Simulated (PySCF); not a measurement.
# C₄H₄FNS: electronic excitations and core binding energies

Wanted: the electronic excitations and core binding energies of C₄H₄FNS (`N#C[C@]1(F)CCS1`), by calculation.

Computed with PySCF 2.14.0, with density-fitted response routines of our own, on a single molecule in the gas phase. Atoms are numbered from 0 throughout.

## 1. The molecule as given

11 atoms, charge 0, multiplicity 1; geometry from: GFN2-xTB.

Bonds of the start (Å): N0–C1 1.14, C1–C2 1.44, C2–F3 1.37, C2–C4 1.54, C4–C5 1.53, C5–S6 1.84, S6–C2 1.85, C4–H7 1.09, C4–H8 1.09, C5–H9 1.09, C5–H10 1.09.

## 2. Ultraviolet spectrum: PBE0/def2-SVPD

What the job is given:

```
{"job": {"kind": "uv", "xc": "PBE0", "basis": "def2-SVPD", "nstates": 8, "ntriplets": 3}, "charge": 0, "multiplicity": 1}
N      2.319036     1.221516    -1.415380
C      1.716758     0.670487    -0.615798
C      0.886244     0.012581     0.363625
F      1.643102    -0.735680     1.221703
C     -0.316604    -0.750547    -0.211752
C     -1.386516     0.258847     0.205436
S     -0.209222     1.242335     1.216803
H     -0.416838    -1.704935     0.304732
H     -0.250812    -0.931098    -1.284889
H     -2.202577    -0.140258     0.802164
H     -1.777147     0.859422    -0.612607
```

Method: TDDFT PBE0/def2-SVPD, vertical, gas phase, core orbitals frozen in the response.

Started as:

```
$ OMP_NUM_THREADS=1 python probes_run.py task.json out
```

The driver reads the jobs from task.json and runs them one after another.

The program printed:

```text
coarse grid: 10600 points
cycle   1  E = -706.5914351365  dE =  1.019e+00  |g| = 6.289e-01  |ddm| = 5.206e+00
cycle   2  E = -706.3328691114  dE =  2.586e-01  |g| = 1.288e+00  |ddm| = 2.607e+00
cycle   3  E = -706.6707330358  dE = -3.379e-01  |g| = 1.737e-01  |ddm| = 1.825e+00
cycle   4  E = -706.6763857448  dE = -5.653e-03  |g| = 6.180e-02  |ddm| = 2.357e-01
cycle   5  E = -706.6771219065  dE = -7.362e-04  |g| = 1.541e-02  |ddm| = 8.945e-02
cycle   6  E = -706.6771747423  dE = -5.284e-05  |g| = 2.963e-03  |ddm| = 3.146e-02
cycle   7  E = -706.6771767376  dE = -1.995e-06  |g| = 8.910e-04  |ddm| = 7.150e-03
final grid: 100664 points
cycle   8  E = -706.7540720513  dE = -1.858e-05  |g| = 8.659e-03  |ddm| = 7.880e-02
cycle   9  E = -706.7540502142  dE =  2.184e-05  |g| = 1.270e-02  |ddm| = 3.720e-02
cycle  10  E = -706.7540908922  dE = -4.068e-05  |g| = 7.222e-04  |ddm| = 2.505e-02
cycle  11  E = -706.7540909869  dE = -9.470e-08  |g| = 3.549e-04  |ddm| = 2.198e-03
cycle  12  E = -706.7540910105  dE = -2.368e-08  |g| = 1.279e-04  |ddm| = 5.218e-04
cycle  13  E = -706.7540910137  dE = -3.152e-09  |g| = 4.665e-05  |ddm| = 1.720e-04
cycle  14  E = -706.7540910142  dE = -4.998e-10  |g| = 9.219e-06  |ddm| = 9.918e-05
converged SCF energy = -706.7540910142

Static polarisability (au): isotropic 68.499, principal 60.029 65.459 80.009

Singlet excitations
state   eV       nm        f      main configurations
  1   4.5383    273.2   0.00331   H->L 0.96
  2   5.8278    212.7   0.00304   H->L+1 0.97
  3   6.2039    199.8   0.01854   H->L+2 0.79, H-1->L 0.13
  4   6.5619    188.9   0.06679   H-1->L 0.76, H->L+2 0.08
  5   6.7804    182.9   0.01595   H->L+3 0.92
  6   7.2495    171.0   0.03459   H-1->L+1 0.32, H-2->L 0.30, H-1->L+2 0.13
  7   7.4003    167.5   0.01661   H-2->L 0.41, H-1->L+1 0.27, H-3->L 0.15
  8   7.5686    163.8   0.03984   H->L+4 0.82, H-3->L 0.11

Triplet excitations (Tamm-Dancoff, eV): 3.9696 5.3537 5.4959
```

Wall time 21 s (1 thread of Arm Neoverse V2, shared host); peak memory 0.72 GiB.

Frontier orbitals and where they lie:

| orbital | eV | atoms |
| --- | --- | --- |
| HOMO−3 | -10.34 | N0 25 %, S6 19 %, C1 18 % |
| HOMO−2 | -10.31 | N0 36 %, C1 29 %, C4 9 % |
| HOMO−1 | -9.22 | S6 40 %, C2 12 %, C4 12 % |
| HOMO | -7.56 | S6 70 %, C5 10 %, C2 6 % |
| LUMO | -1.32 | S6 47 %, C2 17 %, C1 9 % |
| LUMO+1 | -0.43 | N0 25 %, C1 21 %, S6 15 % |
| LUMO+2 | 0.00 | S6 27 %, N0 17 %, C1 15 % |

With each of the 8 states as a Gaussian band of 0.4 eV half-width at 1/e, the curve within the window shown has maxima at 274 nm (ε 130), 189 nm (ε 3,600), 168 nm (ε 3,300) L/(mol cm). Beyond the last state computed it falls off for lack of states. The curve at chosen wavelengths:

nm, ε (L/mol/cm) and a bar:
```
      158       1218 ##########
      164       2885 ########################
      171       3186 ##########################
      177       2718 #######################
      183       3160 ##########################
      189       3613 ##############################
      196       2880 ########################
      202       1798 ###############
      208        967 ########
      215        423 ###
      221        195 ##
      227         85 #
      233         36 
      240         20 
      246         29 
      252         53 
      258         84 #
      265        117 #
      271        132 #
      277        131 #
      284        113 #
      290         89 #
      296         64 
      302         43 
      309         25 
      315         14
```

Further results of this job:

```
           property  computed
  dipole moment (D)      4.26
polarisability (Å³)     10.15
 HOMO–LUMO gap (eV)      6.24
      −ε(HOMO) (eV)      7.56
```

## 3. Core-electron binding energies: SCAN, X2C

The job, as its differences from that of step 2:

```diff
@@ -1,2 +1,2 @@
-{"job": {"kind": "uv", "xc": "PBE0", "basis": "def2-SVPD", "nstates": 8, "ntriplets": 3}, "charge": 0, "multiplicity": 1}
+{"job": {"kind": "xps"}, "charge": 0, "multiplicity": 1}
 N      2.319036     1.221516    -1.415380
```

Method: delta-SCF UKS SCAN, pcX-2 on the ionised atom, pcseg-1 elsewhere, spin-free X2C.

The program printed:

```text
ground state, core basis on atom 0 (N), 153 functions
  cycle   1  E = -708.47382032  |g| = 6.30e-01
  cycle   2  E = -708.12551157  |g| = 1.43e+00
  cycle   3  E = -708.53543623  |g| = 3.07e-01
  cycle   4  E = -708.55576832  |g| = 7.63e-02
  cycle   5  E = -708.55677030  |g| = 2.98e-02
  cycle   6  E = -708.55695021  |g| = 6.99e-03
  cycle   7  E = -708.55695937  |g| = 3.66e-03
  cycle   8  E = -708.55696038  |g| = 1.09e-03
  cycle   9  E = -708.55696105  |g| = 3.09e-04
  E(ground) = -708.57646809 Eh
hole in N 1s of atom 0
  cycle   1  E = -692.94936668  |g| = 1.84e+00
  cycle   2  E = -689.16333585  |g| = 2.80e+00
  cycle   3  E = -692.99485973  |g| = 9.85e-01
  cycle   4  E = -693.44002458  |g| = 6.67e-01
  cycle   5  E = -693.60504396  |g| = 3.34e-01
  cycle   6  E = -693.65528153  |g| = 7.84e-02
  cycle   7  E = -693.65815326  |g| = 2.84e-02
  cycle   8  E = -693.65851735  |g| = 1.41e-02
  cycle   9  E = -693.65866041  |g| = 6.66e-03
  cycle  10  E = -693.65869956  |g| = 4.81e-03
  cycle  11  E = -693.65872470  |g| = 1.93e-03
  cycle  12  E = -693.65872864  |g| = 9.79e-04
  cycle  13  E = -693.65872950  |g| = 6.07e-04
  cycle  14  E = -693.65872891  |g| = 1.11e-04
  E(ion) = -693.67842387 Eh   <S^2> = 0.8101   hole on atom = 1.000   binding energy = 405.396 eV
ground state, core basis on atom 1 (C), 153 functions
  cycle   1  E = -708.54772740  |g| = 5.86e-02
  cycle   2  E = -708.54734469  |g| = 4.57e-02
  cycle   3  E = -708.54695516  |g| = 6.16e-02
  cycle   4  E = -708.54778919  |g| = 1.10e-02
  cycle   5  E = -708.54781760  |g| = 1.04e-03
  cycle   6  E = -708.54781829  |g| = 2.94e-04
  E(ground) = -708.57126947 Eh
hole in C 1s of atom 1
  cycle   1  E = -697.25078089  |g| = 1.51e+00
  cycle   2  E = -692.53015259  |g| = 2.85e+00
  cycle   3  E = -693.25218204  |g| = 1.95e+00
  cycle   4  E = -697.40639170  |g| = 9.29e-01
  cycle   5  E = -697.62544894  |g| = 4.93e-01
  cycle   6  E = -697.76083717  |g| = 2.55e-01
  cycle   7  E = -697.78823753  |g| = 1.35e-01
  cycle   8  E = -697.79777726  |g| = 4.16e-02
  cycle   9  E = -697.79864983  |g| = 1.43e-02
  cycle  10  E = -697.79877283  |g| = 7.49e-03
  cycle  11  E = -697.79883639  |g| = 4.62e-03
  cycle  12  E = -697.79888427  |g| = 3.20e-03
  cycle  13  E = -697.79889917  |g| = 1.43e-03
  cycle  14  E = -697.79890226  |g| = 5.04e-04
  cycle  15  E = -697.79890277  |g| = 3.21e-04
  E(ion) = -697.82049265 Eh   <S^2> = 0.8059   hole on atom = 1.000   binding energy = 292.544 eV
ground state, core basis on atom 2 (C), 153 functions
  cycle   1  E = -708.55095554  |g| = 6.55e-02
  cycle   2  E = -708.54945998  |g| = 8.87e-02
  cycle   3  E = -708.55053777  |g| = 5.42e-02
  cycle   4  E = -708.55116815  |g| = 1.38e-02
  cycle   5  E = -708.55120734  |g| = 1.82e-03
  cycle   6  E = -708.55120741  |g| = 3.95e-04
  E(ground) = -708.57171711 Eh
hole in C 1s of atom 2
  cycle   1  E = -697.13134367  |g| = 1.52e+00
  cycle   2  E = -693.23930527  |g| = 3.18e+00
  cycle   3  E = -697.02130925  |g| = 1.22e+00
  cycle   4  E = -697.57608066  |g| = 5.88e-01
  cycle   5  E = -697.67675412  |g| = 2.38e-01
  cycle   6  E = -697.69073126  |g| = 1.85e-01
  cycle   7  E = -697.70641497  |g| = 4.58e-02
  cycle   8  E = -697.70732771  |g| = 1.15e-02
  cycle   9  E = -697.70741776  |g| = 4.90e-03
  cycle  10  E = -697.70744069  |g| = 3.51e-03
  cycle  11  E = -697.70745415  |g| = 1.72e-03
  cycle  12  E = -697.70745860  |g| = 8.16e-04
  cycle  13  E = -697.70746037  |g| = 3.75e-04
  E(ion) = -697.72981200 Eh   <S^2> = 0.7852   hole on atom = 1.000   binding energy = 295.023 eV
ground state, core basis on atom 3 (F), 153 functions
  cycle   1  E = -708.58827923  |g| = 1.19e-01
  cycle   2  E = -708.58759173  |g| = 7.89e-02
  cycle   3  E = -708.58764675  |g| = 7.52e-02
  cycle   4  E = -708.58845201  |g| = 2.03e-02
  cycle   5  E = -708.58854151  |g| = 1.76e-03
  cycle   6  E = -708.58854312  |g| = 4.16e-04
  E(ground) = -708.61111062 Eh
hole in F 1s of atom 3
  cycle   1  E = -682.20183904  |g| = 2.58e+00
  cycle   2  E = -681.07344410  |g| = 2.56e+00
  cycle   3  E = -682.35832603  |g| = 1.14e+00
  cycle   4  E = -682.85476957  |g| = 7.28e-01
  cycle   5  E = -683.00980933  |g| = 4.42e-01
  cycle   6  E = -683.10199239  |g| = 1.04e-01
  cycle   7  E = -683.10777382  |g| = 3.33e-02
  cycle   8  E = -683.10835834  |g| = 8.50e-03
  cycle   9  E = -683.10839169  |g| = 3.66e-03
  cycle  10  E = -683.10840021  |g| = 6.39e-04
  cycle  11  E = -683.10840084  |g| = 2.06e-04
  E(ion) = -683.13835120 Eh   <S^2> = 0.7578   hole on atom = 1.000   binding energy = 693.149 eV
ground state, core basis on atom 4 (C), 153 functions
  cycle   1  E = -708.54370197  |g| = 9.18e-02
  cycle   2  E = -708.54185732  |g| = 1.29e-01
  cycle   3  E = -708.54444093  |g| = 2.20e-02
  cycle   4  E = -708.54449879  |g| = 1.06e-02
  cycle   5  E = -708.54452232  |g| = 4.04e-03
  cycle   6  E = -708.54452666  |g| = 5.96e-04
  cycle   7  E = -708.54452696  |g| = 9.84e-05
  E(ground) = -708.56561100 Eh
hole in C 1s of atom 4
  cycle   1  E = -697.24507793  |g| = 1.51e+00
  cycle   2  E = -696.24118487  |g| = 2.03e+00
  cycle   3  E = -697.66160721  |g| = 5.83e-01
  cycle   4  E = -697.62793082  |g| = 6.32e-01
  cycle   5  E = -697.80288882  |g| = 1.44e-01
  cycle   6  E = -697.81070343  |g| = 6.47e-02
  cycle   7  E = -697.81240319  |g| = 9.47e-03
  cycle   8  E = -697.81244550  |g| = 4.96e-03
  cycle   9  E = -697.81245875  |g| = 3.03e-03
  cycle  10  E = -697.81246439  |g| = 1.23e-03
  cycle  11  E = -697.81246704  |g| = 4.89e-04
  E(ion) = -697.83341270 Eh   <S^2> = 0.7702   hole on atom = 1.000   binding energy = 292.038 eV
ground state, core basis on atom 5 (C), 153 functions
  cycle   1  E = -708.54445891  |g| = 5.84e-02
  cycle   2  E = -708.54442340  |g| = 2.28e-02
  cycle   3  E = -708.54440836  |g| = 2.40e-02
  cycle   4  E = -708.54452065  |g| = 1.02e-02
  cycle   5  E = -708.54454456  |g| = 1.52e-03
  cycle   6  E = -708.54454439  |g| = 4.41e-04
  E(ground) = -708.56546529 Eh
hole in C 1s of atom 5
  cycle   1  E = -697.23435874  |g| = 1.51e+00
  cycle   2  E = -696.18730348  |g| = 2.04e+00
  cycle   3  E = -697.72230954  |g| = 4.38e-01
  cycle   4  E = -697.76066101  |g| = 3.33e-01
  cycle   5  E = -697.79524376  |g| = 1.88e-01
  cycle   6  E = -697.81104242  |g| = 3.93e-02
  cycle   7  E = -697.81165232  |g| = 1.61e-02
  cycle   8  E = -697.81174695  |g| = 6.46e-03
  cycle   9  E = -697.81177319  |g| = 2.43e-03
  cycle  10  E = -697.81177788  |g| = 1.31e-03
  cycle  11  E = -697.81178024  |g| = 6.72e-04
  cycle  12  E = -697.81177981  |g| = 3.43e-04
  E(ion) = -697.83325460 Eh   <S^2> = 0.7777   hole on atom = 1.000   binding energy = 292.038 eV
ground state, core basis on atom 6 (S), 164 functions
  cycle   1  E = -708.69194833  |g| = 4.06e-01
  cycle   2  E = -708.69144917  |g| = 5.80e-02
  cycle   3  E = -708.68912308  |g| = 1.10e-01
  cycle   4  E = -708.69225783  |g| = 2.10e-02
  cycle   5  E = -708.69232508  |g| = 1.23e-02
  cycle   6  E = -708.69236034  |g| = 1.20e-03
  cycle   7  E = -708.69235761  |g| = 1.81e-04
  E(ground) = -708.69887242 Eh
hole in S 1s of atom 6
  cycle   1  E = -616.42755044  |g| = 5.08e+00
  cycle   2  E = -614.42073239  |g| = 2.82e+00
  cycle   3  E = -607.56693861  |g| = 3.29e+00
  cycle   4  E = -617.24440255  |g| = 8.93e-01
  cycle   5  E = -616.99140051  |g| = 1.18e+00
  cycle   6  E = -617.64002556  |g| = 1.29e-01
  cycle   7  E = -617.64437549  |g| = 9.15e-02
  cycle   8  E = -617.64778372  |g| = 2.96e-02
  cycle   9  E = -617.64803988  |g| = 1.47e-02
  cycle  10  E = -617.64811942  |g| = 4.77e-03
  cycle  11  E = -617.64812759  |g| = 1.24e-03
  cycle  12  E = -617.64812937  |g| = 4.59e-04
  E(ion) = -617.64629953 Eh   <S^2> = 0.7519   hole on atom = 1.000   binding energy = 2477.667 eV
hole in S 2p of atom 6
  cycle   1  E = -701.98931985  |g| = 1.53e+00
  cycle   2  E = -701.00484889  |g| = 1.79e+00
  cycle   3  E = -701.95453569  |g| = 9.71e-01
  cycle   4  E = -702.35452769  |g| = 4.24e-01
  cycle   5  E = -702.40735860  |g| = 2.32e-01
  cycle   6  E = -702.43229406  |g| = 7.22e-02
  cycle   7  E = -702.43428991  |g| = 2.14e-02
  cycle   8  E = -702.43443364  |g| = 8.54e-03
  cycle   9  E = -702.43446247  |g| = 3.03e-03
  cycle  10  E = -702.43446680  |g| = 1.07e-03
  cycle  11  E = -702.43446883  |g| = 4.97e-04
  E(ion) = -702.44833085 Eh   <S^2> = 0.7534   hole on atom = 1.001   binding energy = 170.086 eV
  2p3/2 = 169.892 eV   2p1/2 = 171.152 eV
```

Wall time 68 s (1 thread of Arm Neoverse V2, shared host); peak memory 0.61 GiB.

The holes in one table. −ε is the ground-state orbital energy:

| hole | stands for | environment | ΔSCF (eV; 2p as the shell's mean) | −ε (eV) | ⟨S²⟩ |
| --- | --- | --- | --- | --- | --- |
| N1s on N0 | N0 | nitrile nitrogen | 405.40 | 386.5 | 0.810 |
| C1s on C1 | C1 | nitrile carbon | 292.54 | 275.0 | 0.806 |
| C1s on C2 | C2 | fully substituted sp3 carbon bonded to F and S, α to a nitrile | 295.02 | 278.4 | 0.785 |
| F1s on F3 | F3 | fluorine on an sp3 carbon | 693.15 | 667.6 | 0.758 |
| C1s on C4 | C4 | sp3 CH2 in a ring | 292.04 | 275.1 | 0.770 |
| C1s on C5 | C5 | sp3 CH2 bonded to S | 292.04 | 275.4 | 0.778 |
| S1s on S6 | S6 | sulfide sulfur | 2477.67 | 2415.7 | 0.752 |
| S2p on S6 | S6 | sulfide sulfur | 170.31 | 158.8 | 0.753 |

With the spin-orbit splitting: S6 2p3/2 169.89, 2p1/2 171.15 eV. The table gives each 2p level as the mean over the whole 2p shell (two parts 2p3/2, one part 2p1/2), which differs a little from the single hole in the log.

## 4. What came out

| quantity | value |
| --- | --- |
| lowest singlet (PBE0/def2-SVPD) | 4.54 eV (273 nm), f = 0.003 |
| brightest single state of those computed | state 4, 6.56 eV, f = 0.067 |
| lowest triplet | 3.97 eV |
| C1s binding energies, SCAN/pcX-2 | C2 295.02, C1 292.54, C5 292.04, C4 292.04 eV |
| N1s binding energies, SCAN/pcX-2 | N0 405.40 eV |
| F1s binding energies, SCAN/pcX-2 | F3 693.15 eV |
| S1s binding energies, SCAN/pcX-2 | S6 2477.67 eV |
| S2p binding energies, SCAN/pcX-2 | S6 170.31 eV |

In words: The lowest singlet, at 4.54 eV, is HOMO→LUMO 0.96 and is weak; of the 8 states computed, the strongest absorption comes from state 4 at 6.56 eV (the last state computed is bright too, and its partners may lie past the list). The lowest triplet lies 0.57 eV below the lowest singlet (triplets in Tamm-Dancoff, singlets in full TDDFT). C2 (fully substituted sp3 carbon bonded to F and S, α to a nitrile) binds its C1s electron 2.99 eV more tightly than C4 (sp3 CH2 in a ring).
